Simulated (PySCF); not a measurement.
# Si₃NH₉: NMR shifts, electronic excitations and K edges in gas and solvents

Aim: compute the NMR shifts, electronic excitations and K edges of Si₃NH₉ (`[SiH3]N[SiH2][SiH3]`), and see what a dielectric continuum does where one was used.

Programs: PySCF 2.14.0, with density-fitted response routines of our own. Each step states its level of theory. These are calculated values for one molecule, in the gas phase or a continuum, unless marked as measured. Atoms are numbered from 0 throughout.

### 1 The starting structure

13 atoms, charge 0, multiplicity 1; geometry from: GFN2-xTB. The atoms were then displaced at random by about 0.01 Å, so the start is not that level's minimum.

Bonds of the start (Å): Si0–N1 1.70, N1–Si2 1.73, Si2–Si3 2.34, Si0–H4 1.48, Si0–H5 1.47, Si0–H6 1.47, N1–H7 0.99, Si2–H8 1.45, Si2–H9 1.49, Si3–H10 1.43, Si3–H11 1.48, Si3–H12 1.48.

### 2 Optimising the geometry at PBE0-D3(BJ)/def2-SVP

The job: settings as JSON, then the geometry in Å.

```
{"job": {"xc": "PBE0", "basis": "def2-SVP", "d3": "d3bj", "grid": 1, "shake": 0.01, "kind": "geom"}, "charge": 0, "multiplicity": 1}
Si    -1.881790     0.756760    -0.433150
N     -1.086460    -0.611170     0.185760
Si     0.477240    -1.233170    -0.205870
Si     2.076810     0.474080    -0.151180
H     -3.080290     0.958440     0.404170
H     -0.964860     1.902110    -0.349890
H     -2.310990     0.595750    -1.832780
H     -1.683550    -1.285040     0.589630
H      0.443370    -1.922040    -1.479710
H      0.699100    -2.287090     0.819420
H      3.397190    -0.079290    -0.153890
H      1.984800     1.329310     1.047860
H      1.935240     1.384450    -1.311930
```

The run is started by

```
$ OMP_NUM_THREADS=1 python probes_run.py task.json out
```

The driver reads the jobs from task.json and runs them one after another.

What it wrote:

```text
step   0  E = -927.91123299  max force = 0.023473
step   1  E = -927.91858802  max force = 0.005578
step   2  E = -927.91900527  max force = 0.001789
step   3  E = -927.91911587  max force = 0.000957
step   4  E = -927.91917267  max force = 0.000949
step   5  E = -927.91940154  max force = 0.001655
step   6  E = -927.91949828  max force = 0.001212
step   7  E = -927.91959683  max force = 0.000855
step   8  E = -927.91963195  max force = 0.001056
step   9  E = -927.91966122  max force = 0.000979
step  10  E = -927.91968301  max force = 0.000589
step  11  E = -927.91969162  max force = 0.000213
optimisation converged
```

It took 44 s on 1 thread of Arm Neoverse V2, shared host; peak memory 0.47 GiB.

Relaxation path:

| step | energy from step 0 (eV) | largest force component (eV/Å) |
| --- | --- | --- |
| 0 | 0.0000 | 1.2070 |
| 1 | -0.2001 | 0.2868 |
| 2 | -0.2115 | 0.0920 |
| 3 | -0.2145 | 0.0492 |
| 4 | -0.2160 | 0.0488 |
| 5 | -0.2223 | 0.0851 |
| 6 | -0.2249 | 0.0623 |
| 7 | -0.2276 | 0.0440 |
| 8 | -0.2285 | 0.0543 |
| 9 | -0.2293 | 0.0503 |
| 10 | -0.2299 | 0.0303 |
| 11 | -0.2302 | 0.0110 |

Distances of close pairs at the start and the end, largest changes first:

```csv
bond,before (Å),after (Å),change (Å)
Si3–H10,1.432,1.497,+0.065
Si2–H8,1.449,1.501,+0.052
Si0–N1,1.699,1.739,+0.040
N1–H7,0.987,1.018,+0.031
Si0–H6,1.473,1.497,+0.025
Si0–H5,1.470,1.493,+0.024
Si0–H4,1.476,1.496,+0.020
Si3–H11,1.476,1.495,+0.019
```

The final coordinates are the input of the step that follows.

```csv
at the end point,value
point group (found at 0.08 Å tolerance),C1
"rotational constants (GHz, main isotopes)","4.668, 1.797, 1.360"
dipole moment (D),1.08
```

### 3 NMR shieldings: PBE0/pcSseg-1 in cyclohexane

The job: settings as JSON, then the geometry in Å.

```
{"job": {"kind": "nmr", "xc": "PBE0", "basis": "pcSseg-1", "solvent": "cyclohexane", "pop": true}, "charge": 0, "multiplicity": 1}
Si    -1.609770     1.198458    -0.436871
N     -0.912919    -0.370318    -0.158745
Si     0.752809    -0.888893    -0.221819
Si     2.224260     0.932443    -0.376161
H     -2.586767     1.549182     0.639952
H     -0.488586     2.184410    -0.432163
H     -2.330393     1.305018    -1.745157
H     -1.580489    -1.119795     0.010717
H      1.020044    -1.795542    -1.387772
H      1.095640    -1.678208     1.005719
H      3.611999     0.371037    -0.384256
H      2.088571     1.853102     0.793925
H      2.021094     1.710056    -1.636592
```

Level: GIAO PBE0/pcSseg-1 NMR shielding, non-relativistic, IEF-PCM cyclohexane.

What it wrote:

```text
coarse grid: 11520 points
cycle   1  E = -928.1367339326  dE = -1.596e-01  |g| = 4.079e-01  |ddm| = 3.120e+00
cycle   2  E = -928.0957041792  dE =  4.103e-02  |g| = 5.884e-01  |ddm| = 8.090e-01
cycle   3  E = -928.1705272054  dE = -7.482e-02  |g| = 4.825e-02  |ddm| = 5.465e-01
cycle   4  E = -928.1710699084  dE = -5.427e-04  |g| = 8.192e-03  |ddm| = 6.081e-02
cycle   5  E = -928.1710825491  dE = -1.264e-05  |g| = 1.884e-03  |ddm| = 1.193e-02
cycle   6  E = -928.1710835723  dE = -1.023e-06  |g| = 3.064e-04  |ddm| = 2.804e-03
final grid: 95120 points
cycle   7  E = -928.1897385425  dE = -8.495e-06  |g| = 4.850e-03  |ddm| = 1.290e-02
cycle   8  E = -928.1897317667  dE =  6.776e-06  |g| = 7.389e-03  |ddm| = 9.506e-03
cycle   9  E = -928.1897432506  dE = -1.148e-05  |g| = 2.970e-04  |ddm| = 5.856e-03
cycle  10  E = -928.1897432626  dE = -1.200e-08  |g| = 4.582e-05  |ddm| = 2.863e-04
cycle  11  E = -928.1897432630  dE = -4.488e-10  |g| = 1.375e-05  |ddm| = 7.268e-05
converged SCF energy = -928.1897432630

GIAO shielding tensors (ppm)
atom      isotropic    diamagn.    paramagn.     s11        s22        s33       span
  0 Si     400.745     878.962    -478.217    358.487    374.110    469.640    111.153
  1 N      270.933     324.845     -53.912    236.405    260.961    315.431     79.026
  2 Si     394.522     879.604    -485.081    340.979    365.697    476.891    135.912
  3 Si     458.747     880.358    -421.611    455.493    459.705    461.043      5.550
  4 H       26.532      28.373      -1.841     22.967     24.565     32.063      9.097
  5 H       26.718      30.229      -3.510     22.730     28.043     29.382      6.652
  6 H       26.569      28.177      -1.608     23.021     24.481     32.204      9.183
  7 H       31.744      31.234       0.510     21.428     29.256     44.547     23.119
  8 H       26.276      28.771      -2.494     22.556     24.691     31.582      9.026
  9 H       26.272      29.102      -2.830     22.661     24.699     31.455      8.794
 10 H       27.896      28.494      -0.599     24.992     25.211     33.485      8.493
 11 H       27.561      29.486      -1.925     24.554     25.751     32.380      7.826
 12 H       27.509      29.301      -1.792     24.460     25.885     32.183      7.723
```

Run time: 8.5 s. Hardware: 1 thread of Arm Neoverse V2, shared host; peak memory 0.78 GiB.

Shifts follow as δ = σ(reference) − σ, with reference shieldings (ppm) from runs at the same level and on the same kind of geometry: 1H TMS 31.26, 29Si TMS 351.9, 15N NH3 266.9. The references are single molecules in the same continuum, so shifts against H2O, NH3, PH3, H3PO4 or CFCl3 are not on the usual liquid scales and can be off by tens of ppm. Atoms listed in one row are averaged.

| atoms | environment | σ (ppm) | δ (ppm) |
| --- | --- | --- | --- |
| H8, H9 | hydrogen on a silicon bonded to N, Si | 26.27 | 4.98 |
| H4, H5, H6 | hydrogen on a silicon bonded to N | 26.61 | 4.65 |
| H10, H11, H12 | hydrogen on a silicon bonded to Si | 27.66 | 3.60 |
| H7 | hydrogen on a nitrogen bonded to 2 Si | 31.74 | -0.49 |
| Si2 | silicon bonded to N, Si, 2 H | 394.5 | -42.6 |
| Si0 | silicon bonded to N, 3 H | 400.7 | -48.8 |
| Si3 | silicon bonded to Si, 3 H | 458.7 | -106.8 |
| N1 | nitrogen bonded to 2 Si, H | 270.9 | -4.0 |

Charges from the same density, by scheme (e):

| atoms | Mulliken | IAO | Hirshfeld | ESP fit |
| --- | --- | --- | --- | --- |
| Si0 | 0.63 | 0.74 | 0.35 | 0.54 |
| N1 | -0.84 | -0.92 | -0.33 | -0.78 |
| Si2 | 0.51 | 0.60 | 0.28 | 0.47 |
| Si3 | 0.09 | 0.25 | 0.20 | 0.16 |

Mayer bond orders: Si0–N1 0.97, N1–Si2 0.96, Si2–Si3 0.92.

### 4 Shielding tensors: PBE0/pcSseg-1 in dichloromethane

Settings changed since step 3:

```diff
@@ -1,2 +1,2 @@
-{"job": {"kind": "nmr", "xc": "PBE0", "basis": "pcSseg-1", "solvent": "cyclohexane", "pop": true}, "charge": 0, "multiplicity": 1}
+{"job": {"kind": "nmr", "xc": "PBE0", "basis": "pcSseg-1", "solvent": "dichloromethane", "pop": false}, "charge": 0, "multiplicity": 1}
 Si    -1.609770     1.198458    -0.436871
```

Method: GIAO PBE0/pcSseg-1 NMR shielding, non-relativistic, IEF-PCM dichloromethane.

What it wrote:

```text
coarse grid: 11520 points
cycle   1  E = -928.1382780823  dE = -1.610e-01  |g| = 4.064e-01  |ddm| = 3.119e+00
cycle   2  E = -928.0975737144  dE =  4.070e-02  |g| = 5.863e-01  |ddm| = 8.216e-01
cycle   3  E = -928.1719510884  dE = -7.438e-02  |g| = 4.556e-02  |ddm| = 5.437e-01
cycle   4  E = -928.1724138752  dE = -4.628e-04  |g| = 7.872e-03  |ddm| = 5.388e-02
cycle   5  E = -928.1724244839  dE = -1.061e-05  |g| = 1.639e-03  |ddm| = 1.137e-02
cycle   6  E = -928.1724252689  dE = -7.851e-07  |g| = 2.825e-04  |ddm| = 2.564e-03
final grid: 95120 points
cycle   7  E = -928.1910707577  dE = -8.560e-06  |g| = 4.822e-03  |ddm| = 1.291e-02
cycle   8  E = -928.1910641959  dE =  6.562e-06  |g| = 7.320e-03  |ddm| = 9.489e-03
cycle   9  E = -928.1910754261  dE = -1.123e-05  |g| = 2.877e-04  |ddm| = 5.738e-03
cycle  10  E = -928.1910754363  dE = -1.019e-08  |g| = 4.263e-05  |ddm| = 2.567e-04
cycle  11  E = -928.1910754367  dE = -3.743e-10  |g| = 1.311e-05  |ddm| = 7.329e-05
converged SCF energy = -928.1910754367

GIAO shielding tensors (ppm)
atom      isotropic    diamagn.    paramagn.     s11        s22        s33       span
  0 Si     400.817     878.916    -478.099    358.826    374.100    469.524    110.698
  1 N      271.333     325.077     -53.744    237.348    261.802    314.850     77.501
  2 Si     394.500     879.539    -485.039    341.302    365.730    476.467    135.165
  3 Si     458.553     880.367    -421.814    455.282    459.435    460.943      5.661
  4 H       26.550      28.397      -1.847     22.987     24.580     32.082      9.094
  5 H       26.735      30.253      -3.519     22.753     28.063     29.388      6.635
  6 H       26.599      28.218      -1.619     23.050     24.510     32.235      9.185
  7 H       31.378      30.925       0.453     21.063     28.707     44.365     23.302
  8 H       26.305      28.804      -2.499     22.589     24.713     31.614      9.025
  9 H       26.292      29.124      -2.832     22.688     24.711     31.476      8.788
 10 H       27.913      28.531      -0.618     25.023     25.232     33.484      8.461
 11 H       27.585      29.531      -1.946     24.592     25.781     32.383      7.791
 12 H       27.527      29.341      -1.814     24.490     25.908     32.184      7.694
```

It took 7.4 s on 1 thread of Arm Neoverse V2, shared host; peak memory 0.79 GiB.

In short: δ Si2 -42.7, Si0 -49.0, Si3 -106.7, N1 -3.2, H8 4.94, H4 4.62 ppm (means over like atoms).

### 5 Excited states and response: CAM-B3LYP/def2-SVPD

Settings changed since step 4:

```diff
@@ -1,2 +1,2 @@
-{"job": {"kind": "nmr", "xc": "PBE0", "basis": "pcSseg-1", "solvent": "dichloromethane", "pop": false}, "charge": 0, "multiplicity": 1}
+{"job": {"kind": "uv", "xc": "CAM-B3LYP", "basis": "def2-SVPD", "dynamic": true, "nstates": 6, "ntriplets": 0}, "charge": 0, "multiplicity": 1}
 Si    -1.609770     1.198458    -0.436871
```

Method: TDDFT CAM-B3LYP/def2-SVPD, vertical, gas phase, core orbitals frozen in the response.

What it wrote:

```text
coarse grid: 11520 points
cycle   1  E = -928.1882701478  dE = -1.984e-01  |g| = 4.008e-01  |ddm| = 3.949e+00
cycle   2  E = -928.1821884465  dE =  6.082e-03  |g| = 4.531e-01  |ddm| = 8.560e-01
cycle   3  E = -928.2265787795  dE = -4.439e-02  |g| = 4.651e-02  |ddm| = 4.152e-01
cycle   4  E = -928.2271952171  dE = -6.164e-04  |g| = 9.537e-03  |ddm| = 9.927e-02
cycle   5  E = -928.2272275635  dE = -3.235e-05  |g| = 1.799e-03  |ddm| = 2.608e-02
cycle   6  E = -928.2272287223  dE = -1.159e-06  |g| = 3.492e-04  |ddm| = 4.285e-03
final grid: 95120 points
cycle   7  E = -928.3427285498  dE = -5.722e-06  |g| = 1.844e-03  |ddm| = 2.630e-02
cycle   8  E = -928.3427281443  dE =  4.055e-07  |g| = 2.346e-03  |ddm| = 5.033e-03
cycle   9  E = -928.3427293207  dE = -1.176e-06  |g| = 6.876e-05  |ddm| = 1.918e-03
cycle  10  E = -928.3427293230  dE = -2.227e-09  |g| = 2.155e-05  |ddm| = 4.483e-04
cycle  11  E = -928.3427293232  dE = -1.901e-10  |g| = 4.602e-06  |ddm| = 7.780e-05
converged SCF energy = -928.3427293232

Static polarisability (au): isotropic 92.969, principal 80.753 94.473 103.681

Singlet excitations
state   eV       nm        f      main configurations
  1   6.0052    206.5   0.00143   H->L 0.95
  2   6.9572    178.2   0.03022   H-1->L 0.85
  3   7.1431    173.6   0.01625   H->L+1 0.65, H->L+2 0.10
  4   7.3275    169.2   0.00616   H->L+2 0.40, H->L+3 0.21, H->L+1 0.18
  5   7.4315    166.8   0.04018   H->L+3 0.52, H->L+2 0.26
  6   7.6415    162.3   0.01864   H-1->L+3 0.34, H->L+4 0.27
```

Wall time 18 s (1 thread of Arm Neoverse V2, shared host); peak memory 0.78 GiB.

Frontier orbitals and where they lie:

| orbital | eV | atoms |
| --- | --- | --- |
| HOMO−3 | -10.90 | Si3 19 %, H11 15 %, Si2 14 % |
| HOMO−2 | -10.82 | Si3 21 %, Si0 19 %, H5 16 % |
| HOMO−1 | -9.52 | Si3 33 %, Si2 32 %, H9 8 % |
| HOMO | -8.85 | N1 50 %, Si2 12 %, Si0 11 % |
| LUMO | 0.53 | Si2 22 %, Si0 16 %, H7 12 % |
| LUMO+1 | 1.07 | Si3 30 %, Si0 20 %, Si2 12 % |
| LUMO+2 | 1.42 | Si2 24 %, Si3 21 %, H9 9 % |

With each of the 6 states as a Gaussian band of 0.4 eV half-width at 1/e, the curve within the window shown has maxima at 169 nm (ε 3,200) L/(mol cm). Beyond the last state computed it falls off for lack of states. The curve at chosen wavelengths:

(nm, ε (L/mol/cm)): (156, 789), (159, 1506), (162, 2297), (165, 2915), (168, 3206), (171, 3177), (174, 2910), (176, 2638), (179, 2138), (182, 1590), (185, 1075), (188, 662), (191, 375), (194, 205), (197, 118), (200, 81), (203, 68), (206, 63), (209, 58), (211, 53), (214, 44), (217, 34), (220, 24), (223, 16), (226, 11), (229, 6)

Leading natural transition orbitals of singlet state 5: the hole lies on N1 51 %; H8 15 %; H6, H7, H9 about 6 % each; the particle on H8 20 %; Si2 13 %; H11 12 %.

Leading natural transition orbitals of singlet state 1: the hole lies on N1 58 %; H6, H8 about 9 % each; H4, H7, H9 about 6 % each; the particle on H7 26 %; Si2 10 %; N1 10 %.

Ground-state properties from the same run:

| property | computed |
| --- | --- |
| dipole moment (D) | 1.00 |
| polarisability (Å³) | 13.78 |
| HOMO–LUMO gap (eV) | 9.38 |
| −ε(HOMO) (eV) | 8.85 |
| C6 with itself (au) | 2907 |

Orbitals, density, ELF and potential are computed afterwards from the orbital file.

Frontier orbitals at CAM-B3LYP/def2-SVPD, with the share of their density that lies nearest to each atom:

| orbital | energy (eV) | lies on |
| --- | --- | --- |
| HOMO | -8.85 | N1 52 %; H6, H8 about 11 % each; H4, H7, H9 about 6 % each |
| LUMO | 0.53 | H7 24 %; 5 H atoms about 8 % each; Si2 9 % |

ELF in a plane through or near 7 of the atoms.

Ten even steps from '0' (0.00) to '9' (1.00):
```
0000000000000000000000000000
0000000000000000000000000000
0000000000000000000000000000
0000000000000002310000000000
0000000000000039971000000000
0000000013320099994000000000
0000122223431099995100000000
0004999804212079920032100000
0008999917714115357243100000
0008999932168302237143100000
0006999857998446883111000000
0001687326822084275100000000
0000010002224786276100000000
0000000001211045899600000000
0000000001344212799600000000
0000000000122100144100000000
0000000000001000000000000000
0000000000000000000000000000
0000000000000000000000000000
0000000000000000000000000000
```
The map spans 11.9 Å across and 9.4 Å up, centred on the molecule. Atoms in the plane (x, y in Å): Si0 (1.9, 0.6), N1 (1.1, -0.9), Si2 (-0.7, -1.2), Si3 (-1.9, 0.8), H5 (1.0, 1.7), H7 (1.6, -1.8), H10 (-3.3, 0.4).

On the surface of density 0.002 e/bohr³ the electrostatic potential runs, from the 1st to the 99th percentile, from -0.27 V near N1 to 1.74 V near H7.

(Part 1 of 2 ends here.)
